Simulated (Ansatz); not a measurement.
**InGa3Cu4S8: levels at named points**

One table from this session's results is given with a row withheld; the runs are named, their logs left out.

Program: Ansatz 0.2.0. Level of theory: DFT PBEsol, scalar-relativistic, plane waves, PAW. These are calculated values, not measurements.

That is the level of the relaxation; later steps name their own.

## The system as given

Symmetry: C2, No. 5, monoclinic system. Conventional cell: a = 7.576 Å, b = 10.786 Å, c = 7.576 Å, α = 90.00°, β = 90.00°, γ = 90.00°. Ga (site symmetry 1) is surrounded by 4 S at 2.44 Å. Ga (site symmetry 2) has 4 S at 2.44 Å in its first shell of neighbours. In (site symmetry 2) is surrounded by 4 S at 2.44 Å. Around Cu (site symmetry 1) lie 4 S at 2.22 Å. Around Cu (site symmetry 2) lie 4 S at 2.22 Å. S (site symmetry 1) has 2 Cu at 2.22 Å and 2 Ga at 2.44 Å in its first shell of neighbours. S (site symmetry 1) has 2 Cu at 2.22 Å and 1 In at 2.44 Å and 1 Ga at 2.44 Å in its first shell of neighbours. Only part of the 10 independent sites is listed.

Structure file:

```
CELL_PARAMETERS angstrom
2.67860 -2.67860 5.39309
2.67860 -2.67860 -5.39309
5.35720 5.35720 0.00000
ATOMIC_POSITIONS crystal
Ga 0.50000 0.50000 0.00000
Ga 0.00000 0.00000 0.50000
Ga 0.50000 0.00000 0.25000
In 0.00000 0.50000 0.75000
Cu 0.00000 0.00000 0.00000
Cu 0.50000 0.50000 0.50000
Cu 0.00000 0.50000 0.25000
Cu 0.50000 0.00000 0.75000
S 0.10700 0.85700 0.23200
S 0.60700 0.35700 0.73200
S 0.10700 0.35700 0.01800
S 0.60700 0.85700 0.51800
S 0.64300 0.39300 0.26800
S 0.14300 0.89300 0.76800
S 0.14300 0.39300 0.48200
S 0.64300 0.89300 0.98200
```

Set-up of the first run:

(A quick probe on a coarse mesh, which set the mesh and smearing, is not shown.)

Input file input.yaml:

```yaml
crystal:
  lattice:
    - [2.67859794, -2.67859794, 5.39308512]
    - [2.67859794, -2.67859794, -5.39308512]
    - [5.35719589, 5.35719589, 0.0]
  atoms:
    - { symbol: Ga, position: [0.5, 0.5, 0.0] }
    - { symbol: Ga, position: [0.0, 0.0, 0.5] }
    - { symbol: Ga, position: [0.5, 0.0, 0.25] }
    - { symbol: In, position: [0.0, 0.5, 0.75] }
    - { symbol: Cu, position: [0.0, 0.0, 0.0] }
    - { symbol: Cu, position: [0.5, 0.5, 0.5] }
    - { symbol: Cu, position: [0.0, 0.5, 0.25] }
    - { symbol: Cu, position: [0.5, 0.0, 0.75] }
    - { symbol: S, position: [0.107, 0.857, 0.232] }
    - { symbol: S, position: [0.607, 0.357, 0.732] }
    - { symbol: S, position: [0.107, 0.357, 0.018] }
    - { symbol: S, position: [0.607, 0.857, 0.518] }
    - { symbol: S, position: [0.643, 0.393, 0.268] }
    - { symbol: S, position: [0.143, 0.893, 0.768] }
    - { symbol: S, position: [0.143, 0.393, 0.482] }
    - { symbol: S, position: [0.643, 0.893, 0.982] }
basis:
  ecutwfc: 420
kpoints:
  mp_grid: { grid: [4, 4, 4] }
hamiltonian:
  xc: pbesol
scf:
  occupations: { method: gaussian, width: 0.1 }
output:
  forces: true
  stress: true
  eigenvalues: true
relax:
  adjacent_minimum: "off"
  f_tol: 0.05
  max_steps: 80
  cell: { stress_tol: 0.5 }
```

The run is started by

```bash
$ ansatz run input.yaml --threads 4 --pin off --max-ram 10240MiB --backend cpu --events-out ev --progress --plain --runs-dir out
```

Steps of the session up to this table: A loose first relaxation; The relaxation; Band edges over the whole zone; Levels with PBEsol; Levels with PBEsol on the hybrid's mesh; The run at HSE06; Levels with PBEsol, spin-orbit coupling; Levels with r2SCAN.

One table of the session follows, with a row left open; its other results are not shown here.

| level | gap (eV) | least direct gap (eV) |
| --- | --- | --- |
| PBEsol | 0.57 | 0.57 |
| PBEsol on the hybrid's mesh | 0.56 | 0.56 |
| HSE06 | 1.89 | 1.89 |
| PBEsol, spin-orbit coupling | 0.57 | 0.57 |
| r2SCAN | ? | ? |

Q: Estimate the row for r2SCAN from the others.

**Answer.** gap (eV): 1.01; least direct gap (eV): 1.01. In the column «gap (eV)» it lies between PBEsol, spin-orbit coupling (0.57) and HSE06 (1.89).

Gaps are by band count over the mesh and the named points; a gap of 0 means that the bands overlap or touch.
